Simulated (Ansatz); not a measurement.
# Cd3NiO: the cost of one run

Method: DFT PBE, scalar-relativistic, plane waves, PAW, in Ansatz 0.2.0.

1 further run of the same task is left out (set aside as unsound or not needed).

## Step 1: Starting point

Symmetry: Pm-3m, No. 221, cubic system. The conventional cell has a = 4.510 Å, b = 4.510 Å, c = 4.510 Å, α = 90.00°, β = 90.00°, γ = 90.00°. Around Cd (site symmetry 4/mmm) lie 2 O at 2.26 Å. Around Ni (site symmetry m-3m) lie 12 Cd at 3.19 Å. O (site symmetry m-3m) has 6 Cd at 2.26 Å as nearest neighbours.

Coordinates:

```
Cd Ni O
1.0
     4.51006    0.00000    0.00000
     0.00000    4.51006    0.00000
     0.00000    0.00000    4.51006
Cd Ni O
3 1 1
Direct
  0.00000 0.50000 0.00000
  0.00000 0.00000 0.50000
  0.50000 0.00000 0.00000
  0.50000 0.50000 0.50000
  0.00000 0.00000 0.00000
```

The cell was relaxed beforehand at this level, from a generated guess; it needn't be the stable form of this composition. At a tolerance of 0.05 Å it has space group Pm-3m (No. 221); it has 18.35 Å³/atom, an uncorrected energy of +0.10 eV/atom over the elements.

## Step 2: Bands, states and charges

File input.yaml:

```yaml
crystal:
  lattice:
    - [4.5100573817, 0.0, 0.0]
    - [0.0, 4.5100573817, 0.0]
    - [0.0, 0.0, 4.5100573817]
  atoms:
    - { symbol: Cd, position: [0.0, 0.5, 0.0] }
    - { symbol: Cd, position: [0.0, 0.0, 0.5] }
    - { symbol: Cd, position: [0.5, 0.0, 0.0] }
    - { symbol: Ni, position: [0.5, 0.5, 0.5] }
    - { symbol: O, position: [0.0, 0.0, 0.0] }
basis:
  ecutwfc: 420
kpoints:
  mp_grid: { grid: [8, 8, 8] }
  band_path:
    path:
      - [[0.0, 0.0, 0.0], [0.0, 0.5, 0.0], [0.5, 0.5, 0.0], [0.0, 0.0, 0.0], [0.5, 0.5, 0.5], [0.0, 0.5, 0.0]]
      - [[0.5, 0.5, 0.5], [0.5, 0.5, 0.0]]
    npoints: 14
hamiltonian:
  xc: pbe
scf:
  occupations: { method: gaussian, width: 0.1 }
  n_extra_bands: 12
output:
  forces: true
  stress: true
  eigenvalues: true
  populations: true
  dos: { projected: true, de: 0.02, nscf_kmesh: { grid: [10, 10, 10] } }
  bader: true
  write_density: true
  write_potential: true
  elf: true
  volumetric_format: npy
```

Run with:

```bash
$ ansatz run input.yaml --threads 1 --pin off --max-ram 2560MiB --backend cpu --events-out ev --progress --plain --runs-dir out
```

Q: Estimate wall time and peak memory on 1 thread of Intel Xeon Platinum 8488C (Sapphire Rapids), shared host.

About 41 s, with a peak of 0.58 GiB.
